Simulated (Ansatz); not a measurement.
# C2H4ClSi radical: up Jacob's ladder to CCSD(T)

The task here is to estimate one member of a computed series from the others.

Program: Ansatz 0.2.0, Gaussian basis. Level of theory: functionals in def2-TZVPP, the program's frozen cores in correlated methods. These are calculated values, not measurements.

The runs, in order: LDA (SPW92), PBE-D4, revPBE-D4, BLYP-D4, r2SCAN-D4, B97M-V, PBE0-D4, B3LYP-D4, r2SCANh-D4, r2SCAN0-D4, HSE06-D4, BHLYP-D4, CAM-B3LYP-D4, LC-ωPBE, ωB97X-V, ωB97M-V, B2PLYP, PBE-QIDH; CCSD(T)/def2-SVP; CCSD(T)/def2-TZVPP; MP2/def2-QZVPP; extrapolation to the limit; RPA on PBE.

## The relaxed structure

The geometry comes from an earlier relaxation with PBE0-D4 in a triple-zeta def2 set; it is a stationary point, not always the lowest conformer.

SMILES `C=C[SiH]Cl`, 8 atoms, charge 0, spin multiplicity 2.

Atoms are counted from 1 here; the program's logs count them from 0.

Bond lengths: C1–C2 1.335 Å, C1–H5 1.087 Å, C1–H6 1.086 Å, C2–Si3 1.841 Å, C2–H7 1.088 Å, Si3–Cl4 2.059 Å, Si3–H8 1.489 Å. Angles: C2–C1–H5 121.9°, C2–C1–H6 122.0°, H5–C1–H6 116.1°, C1–C2–Si3 122.0°, C1–C2–H7 119.1°, Si3–C2–H7 118.7°, C2–Si3–Cl4 111.3°, C2–Si3–H8 111.0°, Cl4–Si3–H8 109.0°.

Set-up of the first run:

Contents of in.yaml:

```yaml
crystal:
  periodic: [false, false, false]
  atoms:
    - {symbol: C, position_ang: [0.647011, 1.027041, -0.659687]}
    - {symbol: C, position_ang: [0.628526, -0.066651, 0.105419]}
    - {symbol: Si, position_ang: [-0.903645, -0.642571, 0.947130]}
    - {symbol: Cl, position_ang: [-1.031598, -2.697935, 0.941341]}
    - {symbol: H, position_ang: [-0.256920, 1.588171, -0.880595]}
    - {symbol: H, position_ang: [1.563892, 1.404865, -1.102498]}
    - {symbol: H, position_ang: [1.561275, -0.591005, 0.301565]}
    - {symbol: H, position_ang: [-2.116341, -0.079115, 0.291527]}
basis:
  gaussian: {orbitals: def2-TZVPP}
magnetization: {spin_polarized: true, initial_magnetization: 1}
hamiltonian: {xc: lda}
output: {orbitals: {seedname: orbitals}}
```

Command:

```bash
ansatz run in.yaml --threads 4 --pin off --events-out ev --progress --plain --max-ram 10444MiB
```

Steps of the session up to this table: LDA; PBE-D4 (GGA); revPBE-D4 (GGA); BLYP-D4 (GGA); r2SCAN-D4 (meta-GGA); B97M-V (meta-GGA); PBE0-D4 (hybrid); B3LYP-D4 (hybrid); r2SCANh-D4 (hybrid); r2SCAN0-D4 (hybrid); HSE06-D4 (hybrid); BHLYP-D4 (hybrid); CAM-B3LYP-D4 (range-separated); LC-ωPBE (range-separated); ωB97X-V (range-separated); ωB97M-V (range-separated); B2PLYP (double hybrid); PBE-QIDH (double hybrid).

One table of the session follows, with a row left open; its other results are not shown here.

It belongs to the step «Orbital energies across the functionals». 

| functional | HOMO (eV) | LUMO (eV) | gap (eV) |
| --- | --- | --- | --- |
| LDA (SPW92) | -4.90 | -3.87 | 1.03 |
| PBE-D4 | -4.92 | -3.45 | 1.46 |
| revPBE-D4 | -4.89 | -3.31 | 1.58 |
| BLYP-D4 | -4.70 | -3.45 | 1.25 |
| r2SCAN-D4 | -5.25 | -3.03 | 2.23 |
| B97M-V | -4.97 | -3.51 | 1.47 |
| PBE0-D4 | -6.00 | -2.54 | 3.46 |
| B3LYP-D4 | ? | ? | ? |
| r2SCANh-D4 | -5.65 | -2.71 | 2.94 |
| r2SCAN0-D4 | -6.25 | -2.25 | 4.00 |
| HSE06-D4 | -5.61 | -2.92 | 2.69 |
| BHLYP-D4 | -6.91 | -1.70 | 5.22 |
| CAM-B3LYP-D4 | -7.18 | -1.63 | 5.55 |
| LC-ωPBE | -8.60 | -0.26 | 8.34 |
| ωB97X-V | -8.08 | -0.76 | 7.32 |
| ωB97M-V | -7.72 | -0.89 | 6.83 |

Q: Estimate the row for B3LYP-D4 from the others.

Worked estimate for «HOMO (eV)». Against the share of exact exchange, BLYP-D4 (0, -4.70), BHLYP-D4 (0.5, -6.91) give a slope of -4.42 per unit share; at 0.2 the line stands at -5.58.

The run gave: HOMO (eV): -5.72; LUMO (eV): -2.90; gap (eV): 2.82. In «HOMO (eV)» the line misses by +0.14.
